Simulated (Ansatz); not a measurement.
C₂H₆OSSi, SMILES CSC1O[SiH2]1, a single point from an input written key by key

Run with the Python package of Ansatz (0.2.0).

The script, `run_deck.py`:
```python
'''C2H6OSSi through the session interface.'''

import ansatz

DECK = '''
crystal:
  periodic: [false, false, false]
  atoms:
    - { symbol: C, position_ang: [-1.2583, 1.4311, -0.7338] }
    - { symbol: S, position_ang: [-0.7318, -0.198, -1.1207] }
    - { symbol: C, position_ang: [0.6813, -0.2602, -0.1885] }
    - { symbol: O, position_ang: [0.6145, -0.255, 1.2323] }
    - { symbol: Si, position_ang: [1.0452, -1.7929, 0.8063] }
    - { symbol: H, position_ang: [-2.2205, 1.6952, -1.3114] }
    - { symbol: H, position_ang: [-1.4979, 1.576, 0.3251] }
    - { symbol: H, position_ang: [-0.5098, 2.2284, -1.034] }
    - { symbol: H, position_ang: [1.5894, 0.2509, -0.5388] }
    - { symbol: H, position_ang: [2.4083, -1.9945, 1.3995] }
    - { symbol: H, position_ang: [-0.0551, -2.7381, 1.1846] }
basis:
  gaussian: { orbitals: def2-SVP }
hamiltonian:
  xc: pbe
'''

session = ansatz.Session.from_yaml(DECK)
rep = session.plan(threads=1).execute().report

print(f'E = {rep["free_energy_ev"]:.6f} eV = {rep["free_energy_ev"] / 27.211386246:.7f} Ha')
print('converged:', rep['converged'], ' doubts:', rep['published_state_doubts'] or 'none')
symbols = ['C', 'S', 'C', 'O', 'Si', 'H', 'H', 'H', 'H', 'H', 'H']
state = rep['mean_field']['state']
print(f'mean field: {state["energy"]["hartree"]:.7f} Ha, <S^2> = {abs(state["spin_squared"]):.4f}, stability: {state.get("stability", {}).get("kind")}')
```

```console
$ python run_deck.py
E = -22907.601101 eV = -841.8388131 Ha
converged: True  doubts: none
mean field: -841.8388131 Ha, <S^2> = 0.0000, stability: minimum
```

Total energies depend on the basis set; only differences at equal settings carry meaning. The geometry is a force-field or estimated start, not a minimum of this method, and the basis set is short of its limit. Run time: 2.4 s on 1 thread of Intel(R) Xeon(R) Platinum 8488C (Sapphire Rapids), on a shared host, peak memory 0.19 GiB.

(Lines on the test bed's own set-up are left out of the output.)
